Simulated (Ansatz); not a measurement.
**CH4BClS: one species, many methods**

The task here is to estimate one member of a computed series from the others.

Computed with Ansatz 0.2.0, Gaussian basis. Level: functionals in def2-TZVPP, the program's frozen cores in correlated methods.

The runs, in order: LDA (SPW92), PBE-D4, revPBE-D4, BLYP-D4, r2SCAN-D4, B97M-V, PBE0-D4, B3LYP-D4, r2SCANh-D4, r2SCAN0-D4, HSE06-D4, BHLYP-D4, CAM-B3LYP-D4, LC-ωPBE, ωB97X-V, ωB97M-V, B2PLYP, PBE-QIDH; CCSD(T)/def2-SVP; CCSD(T)/def2-TZVPP; MP2/def2-QZVPP; extrapolation to the limit; RPA on PBE.

**Structure used throughout**

The geometry comes from an earlier relaxation with PBE0-D4 in a triple-zeta def2 set; it is a stationary point, not always the lowest conformer.

SMILES `CSBCl`, 8 atoms, charge 0, spin multiplicity 1.

Atoms are counted from 1 here; the program's logs count them from 0.

Bond lengths: C1–S2 1.810 Å, C1–H5 1.088 Å, C1–H6 1.089 Å, C1–H7 1.089 Å, S2–B3 1.766 Å, B3–Cl4 1.749 Å, B3–H8 1.191 Å. Angles: S2–C1–H5 110.2°, S2–C1–H6 109.0°, S2–C1–H7 109.0°, H5–C1–H6 109.7°, H5–C1–H7 109.7°, H6–C1–H7 109.3°, C1–S2–B3 103.2°, S2–B3–Cl4 119.0°, S2–B3–H8 121.7°, Cl4–B3–H8 119.3°.

As a file:

```xyz
8
charge 0, multiplicity 1
C    -0.4710    1.1842    0.2163
S     0.9794    0.3411   -0.4619
B     0.5789   -1.3676   -0.2696
Cl    1.7283   -2.5722   -0.8056
H    -1.2019    0.4553    0.5609
H    -0.1578    1.8126    1.0491
H    -0.9122    1.8087   -0.5595
H    -0.4515   -1.7191    0.2145
```

The first run:

in.yaml

```yaml
crystal:
  periodic: [false, false, false]
  atoms:
    - {symbol: C, position_ang: [-0.471022, 1.184187, 0.216309]}
    - {symbol: S, position_ang: [0.979414, 0.341070, -0.461897]}
    - {symbol: B, position_ang: [0.578935, -1.367647, -0.269571]}
    - {symbol: Cl, position_ang: [1.728254, -2.572206, -0.805594]}
    - {symbol: H, position_ang: [-1.201928, 0.455274, 0.560890]}
    - {symbol: H, position_ang: [-0.157767, 1.812583, 1.049099]}
    - {symbol: H, position_ang: [-0.912200, 1.808693, -0.559483]}
    - {symbol: H, position_ang: [-0.451485, -1.719054, 0.214547]}
basis:
  gaussian: {orbitals: def2-TZVPP}
hamiltonian: {xc: lda}
output: {orbitals: {seedname: orbitals}}
```

Steps of the session up to this table: LDA; PBE-D4 (GGA); revPBE-D4 (GGA); BLYP-D4 (GGA); r2SCAN-D4 (meta-GGA); B97M-V (meta-GGA); PBE0-D4 (hybrid); B3LYP-D4 (hybrid); r2SCANh-D4 (hybrid); r2SCAN0-D4 (hybrid); HSE06-D4 (hybrid); BHLYP-D4 (hybrid); CAM-B3LYP-D4 (range-separated); LC-ωPBE-D4 (range-separated; the results give it without D4); ωB97X-V (range-separated); ωB97M-V (range-separated); B2PLYP (double hybrid); PBE-QIDH (double hybrid).

One table of the session follows, with a row left open; its other results are not shown here.

It belongs to the step «Frontier levels by functional». 

| functional | HOMO (eV) | gap (eV) |
| --- | --- | --- |
| LDA (SPW92) | ? | ? |
| PBE-D4 | -6.56 | 4.58 |
| revPBE-D4 | -6.51 | 4.63 |
| BLYP-D4 | -6.39 | 4.58 |
| r2SCAN-D4 | -6.81 | 5.09 |
| B97M-V | -6.89 | 5.21 |
| PBE0-D4 | -7.72 | 6.64 |
| B3LYP-D4 | -7.47 | 6.22 |
| r2SCANh-D4 | -7.24 | 5.84 |
| r2SCAN0-D4 | -7.88 | 6.97 |
| HSE06-D4 | -7.32 | 5.86 |
| BHLYP-D4 | -8.73 | 8.70 |
| CAM-B3LYP-D4 | -8.99 | 9.04 |
| LC-ωPBE | -10.37 | 11.50 |
| ωB97X-V | -10.01 | 11.10 |
| ωB97M-V | -9.85 | 10.77 |

**Question.** Estimate the row for LDA (SPW92).

As computed: HOMO (eV): -6.69; gap (eV): 4.47. In the column «HOMO (eV)» it lies between r2SCAN-D4 (-6.81) and PBE-D4 (-6.56).
